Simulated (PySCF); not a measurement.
**MoNH₂: structure of the doublet**

Where does doublet MoNH₂ go from a trigonal pyramidal start, is the end point a minimum, and what are its modes, charges and moments?

Computed with PySCF 2.14.0. Level: PBE0, basis Mo def2-TZVP with ECP28, N def2-TZVP, H def2-TZVP, scalar-relativistic core potentials, no spin–orbit coupling, density fitting.

## 1. Where the work starts

4 atoms, charge 0, spin multiplicity 2.

Bond lengths: Mo1–N2 1.810 Å, Mo1–H3 1.700 Å, Mo1–H4 1.700 Å. Angles: N2–Mo1–H3 99.8°, N2–Mo1–H4 99.8°, H3–Mo1–H4 99.8°.

Z-matrix (Å, degrees; charge 0 multiplicity 2):
```
Mo
N  1 1.8100
H  1 1.7000 2 99.75
H  1 1.7000 2 99.75 3 -101.77
```

## 2. First SCF at the start

One driver script runs all steps and calls PySCF; scf.py shows how it sets up the SCF of each step. The optimiser is the driver's own. After this first run the driver tries any further starts and a stability analysis.

Contents of scf.py:

```python
from pyscf import gto, scf, dft
mol = gto.M(atom='''
Mo     0.021250     0.217140     0.000000
N      0.000000    -1.592700    -0.000020
H     -1.032310     0.517540     1.299900
H     -1.032300     0.517510    -1.299900''',
    basis={'Mo': 'def2-TZVP', 'N': 'def2-TZVP', 'H': 'def2-TZVP'},
    ecp={'Mo': 'def2-TZVP'},
    charge=0, spin=1)
mf = dft.UKS(mol, xc='PBE0')
mf.grids.atom_grid = (50, 194)
aux = {'Mo': 'def2-universal-JKFIT', 'N': 'def2-universal-JKFIT', 'H': 'def2-universal-JKFIT'}
mf = mf.density_fit(auxbasis=aux)
mf.conv_tol = 1e-08
mf.diis_space = 10
mf.max_cycle = 60
mf.init_guess = 'minao'
mf.verbose = 4
mf.kernel()
```

On the command line:

```
$ OMP_NUM_THREADS=2 python axn.py task.json out
```

The runs that follow: Trigonal pyramidal start, doublet: relaxation; Frequencies.

Before running it: what results should come out? Wanted: minimum; geometry; wavenumbers; dipole moment; highest occupied, lowest empty level; polar-tensor charge of Mo1; zero-point energy; atomisation energy; ⟨S²⟩.

As calculated:

| quantity | value |
| --- | --- |
| minimum | doublet, Cs |
| geometry | Mo–H 1.700 Å (×2), Mo–N 1.613 Å; H–Mo–H 103.5°, H–Mo–N 98.2° (×2) |
| wavenumbers (cm⁻¹) | 486 (a'), 642 (a''), 658 (a'), 1180 (a'), 1886 (a''), 1924 (a') |
| dipole moment | 4.46 D |
| highest occupied, lowest empty level (either spin) | -6.94, -2.62 eV |
| polar-tensor charge of Mo1 | +1.10 e |
| zero-point energy | 40.5 kJ/mol |
| entropy at 298.15 K | 265.2 J/(mol K) |
| atomisation energy (no zero-point energy) | 997 kJ/mol |
| ⟨S²⟩ | 0.770 |

The molecule stays Cs, as typed, and the end point is a minimum. In the infrared the band at 1886 cm⁻¹ (a'', stretch) leads. Most of the spin sits on Mo1 (Mulliken spin 1.32, against 1 for the whole molecule). Only this shape and spin were tried, so other structures or states may lie lower. One determinant may miss the lowest occupation of an open d or f shell.
